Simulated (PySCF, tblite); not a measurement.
**C2H9FSSi2: geometry, infrared bands and NMR shifts**

What infrared bands and NMR shifts should C2H9FSSi2 (`C[SiH2]S[Si@@H](C)F`) show?

Computed with tblite 0.8.0 and PySCF 2.14.0, with density-fitted response routines of our own, on a single molecule in the gas phase. Atoms are numbered from 0 throughout.

## (1) The molecule as given

15 atoms, charge 0, multiplicity 1; geometry from: force field or distance geometry start.

Bonds of the start (Å): C0–Si1 1.86, Si1–S2 2.13, S2–Si3 2.14, Si3–C4 1.84, Si3–F5 1.60, C0–H6 1.09, C0–H7 1.10, C0–H8 1.09, Si1–H9 1.47, Si1–H10 1.49, Si3–H11 1.50, C4–H12 1.10, C4–H13 1.09, C4–H14 1.09.

## (2) Relaxing the molecule with GFN2-xTB

Job settings and geometry (Å):

```
{"job": {"kind": "relax", "xc": "GFN2-xTB", "basis": "xTB"}, "charge": 0, "multiplicity": 1}
C      3.181500     0.026200     0.935700
Si     1.536700    -0.515000     0.260500
S      0.059900     0.893400     0.856500
Si    -1.573900    -0.165600    -0.036400
C     -3.141700     0.747500     0.276800
F     -1.339000    -0.275000    -1.611300
H      3.965000    -0.673000     0.660500
H      3.161500     0.104500     2.032900
H      3.460500     1.007300     0.544300
H      1.598800    -0.603300    -1.203600
H      1.184900    -1.847600     0.832200
H     -1.653400    -1.539600     0.553600
H     -3.106300     1.756200    -0.150800
H     -3.988300     0.230400    -0.184600
H     -3.350500     0.861400     1.341200
```

On the command line:

```console
> OMP_NUM_THREADS=1 python probes_run.py task.json out
```

One launch serves the whole session: the jobs run in the order shown.

**Question.** This job is followed by: GFN2-xTB harmonic vibrations, gas phase; GIAO PBE0/pcSseg-1 NMR shielding, non-relativistic, gas phase. Predict these results of the whole session: strongest single infrared mode (GFN2-xTB); zero-point energy (GFN2-xTB); 13C shifts against TMS (PBE0/pcSseg-1); 1H shifts against TMS (PBE0/pcSseg-1, means over atoms taken as alike); 29Si shifts against TMS (PBE0/pcSseg-1); 33S shifts against CS2 (PBE0/pcSseg-1); 19F shifts against CFCl3 (PBE0/pcSseg-1); surface potential, 1st and 99th percentile.

As calculated:

| quantity | value |
| --- | --- |
| strongest single infrared mode (GFN2-xTB) | 852 cm⁻¹, 322 km/mol |
| zero-point energy (GFN2-xTB) | 64.7 kcal/mol |
| 13C shifts against TMS (PBE0/pcSseg-1) | 2.7, -3.8 ppm |
| 1H shifts against TMS (PBE0/pcSseg-1, means over atoms taken as alike) | 5.68, 5.04, 5.02, 0.56, 0.51 ppm |
| 29Si shifts against TMS (PBE0/pcSseg-1) | 25.1, -28.9 ppm |
| 33S shifts against CS2 (PBE0/pcSseg-1) | -235 ppm |
| 19F shifts against CFCl3 (PBE0/pcSseg-1) | -172.6 ppm |
| surface potential, 1st and 99th percentile | -1.09 V and 1.25 V |

In words: The optimisation took 82 steps and gained 0.150 eV; among the close pairs (by a distance rule), Si3–H11 changed most, from 1.497 to 1.451 Å. All 39 modes are real, so the xTB geometry is a minimum. The strongest single mode, at 852 cm⁻¹, has its largest shares on H14, Si3, H13 and H6 (the list is cut at 4 atoms). Unscaled tight-binding wavenumbers are off by several per cent, some by more. Its intensities can rank the bands wrongly. At PBE0/pcSseg-1: Shielding is most anisotropic at S2 (span 250 ppm, paramagnetic term -325 ppm).
